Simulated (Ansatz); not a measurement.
# CsI2: the cost of one run

Program: Ansatz 0.2.0. Level of theory: DFT PBE, scalar-relativistic, plane waves, PAW. These are calculated values, not measurements.

## 1. Starting point

Symmetry: I4/mmm, No. 139, tetragonal system. Conventional cell: a = 4.445 Å, b = 4.445 Å, c = 14.462 Å, α = 90.00°, β = 90.00°, γ = 90.00°. Cs (site symmetry 4/mmm) is surrounded by 8 I at 3.90 Å and 4 Cs at 4.44 Å. I (site symmetry 4mm) is surrounded by 4 Cs at 3.90 Å.

Coordinates:

```xyz
3
Lattice="-2.2224 2.2224 7.2312 2.2224 -2.2224 7.2312 2.2224 2.2224 -7.2312" Properties=species:S:1:pos:R:3 pbc="T T T"
Cs    0.0000    0.0000    0.0000
I     0.0000    0.0000    4.9172
I     0.0000    0.0000    9.5451
```

(A quick probe on a coarse mesh, which set the mesh and smearing, is not shown.)

## 3. The relaxation

Input file input.yaml:

```yaml
crystal:
  lattice:
    - [-2.2224283927, 2.2224283927, 7.2311634498]
    - [2.2224283927, -2.2224283927, 7.2311634498]
    - [2.2224283927, 2.2224283927, -7.2311634498]
  atoms:
    - { symbol: Cs, position: [0.0, 0.0, 0.0] }
    - { symbol: I, position: [0.34, 0.34, 0.0] }
    - { symbol: I, position: [0.66, 0.66, 0.0] }
basis:
  ecutwfc: 420
kpoints:
  mp_grid: { grid: [14, 14, 14] }
hamiltonian:
  xc: pbe
scf:
  occupations: { method: gaussian, width: 0.1 }
output:
  forces: true
  stress: true
  eigenvalues: true
relax:
  adjacent_minimum: "off"
  f_tol: 0.01
  max_steps: 80
  cell: { stress_tol: 0.05 }
```

Launch:

```bash
$ ansatz run input.yaml --threads 1 --pin off --max-ram 2560MiB --backend cpu --events-out ev --progress --plain --runs-dir out
```

Q: Estimate wall time and peak memory on 1 thread of Arm Neoverse V2, shared host.

About 15 min, with a peak of 0.96 GiB.
